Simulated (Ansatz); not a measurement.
## CH₅ISn, SMILES [CH3][SnH2][I]: vertical and adiabatic energies of changing the electron count, step by step

Program: Ansatz 0.2.0, Python API.

The script reads `ch5isn.xyz`:
```text
8

C    -0.86680    0.68160   -0.25880
Sn    0.58190   -0.74660    0.15190
I     2.81320    0.50880    1.02330
H    -0.46840    1.43020   -1.05620
H    -1.83350    0.21500   -0.64800
H    -1.14270    1.31390    0.65120
H     0.02450   -1.83330    1.39240
H     0.98390   -1.62670   -1.31160
```

Interactive session:
```pycon
>>> import itertools
>>> import ansatz as az
>>> from ase.data import atomic_numbers, covalent_radii
>>> import numpy as np
>>> BASIS = 'def2-SVP'
>>> XC = 'cam_b3lyp'
>>> NET_CHARGE = 1
>>> mol = az.Crystal.molecule_from_extxyz('ch5isn.xyz')
>>> base = mol.calculation().basis(gaussian=BASIS).functional(XC)
>>> symbols = [site.symbol for site in mol.cartesian_sites]
>>> start = np.array([site.position_ang for site in mol.cartesian_sites], dtype=float)
>>> report = base.relax(force_tolerance=0.01, max_steps=100).run(threads=1).report

>>> end = np.array(report['positions_ang'])
>>> minimum = az.Crystal.molecule()
>>> for symbol, place in zip(symbols, end):
...     minimum = minimum.atom(symbol, place.tolist())
...
>>> ion = minimum.calculation()
>>> ion = ion.basis(gaussian=BASIS).functional(XC)
>>> ion = ion.charge(NET_CHARGE).spin('collinear', total=1)
>>> vertical = ion.run(threads=1).report
>>> settled = ion.relax(force_tolerance=0.01, max_steps=80).run(threads=1).report
>>> print(f'vertical ionisation energy   {vertical["free_energy_ev"] - report["free_energy_ev"]:.3f} eV')
vertical ionisation energy   9.466 eV
>>> print(f'adiabatic, no zero point     {settled["free_energy_ev"] - report["free_energy_ev"]:.3f} eV')
adiabatic, no zero point     9.201 eV
>>> print(f'relaxation energy of the ion {vertical["free_energy_ev"] - settled["free_energy_ev"]:.3f} eV')
relaxation energy of the ion 0.265 eV
>>> ionised = np.array(settled['positions_ang'])
>>> # pairs closer than 1.2 times the sum of covalent radii, before or after
>>> radius = [covalent_radii[atomic_numbers[s]] for s in symbols]
>>> span = lambda where, i, j: np.linalg.norm(where[i] - where[j])
>>> bonded = [(i, j) for i, j in itertools.combinations(range(len(symbols)), 2) if min(span(end, i, j), span(ionised, i, j)) < 1.2 * (radius[i] + radius[j])]
>>> print('pair        before    after (A)')
pair        before    after (A)
>>> for i, j in bonded:
...     print(f'{symbols[i]}{i}-{symbols[j]}{j}'.ljust(10), f'{span(end, i, j):8.4f} {span(ionised, i, j):8.4f}')
...
C0-Sn1       2.1413   2.1211
C0-H3        1.0976   1.0971
C0-H4        1.0991   1.1004
C0-H5        1.0976   1.0972
Sn1-I2       2.7124   2.9680
Sn1-H6       1.7081   1.6951
Sn1-H7       1.7081   1.6984
```

The settings weren't tested for convergence. The energies are electronic: no zero-point or thermal terms, and the basis set is short of its limit. The product may relax into another structure. The relaxation finds the nearest minimum, so the adiabatic value is an upper bound. def2 sets replace the cores of elements past krypton by effective core potentials. Wall time of the script: 7.1 min on 1 thread of Arm Neoverse V1, with other jobs on the host, peak memory 0.5 GiB.

(Lines on the test bed's own set-up are left out of the output.)
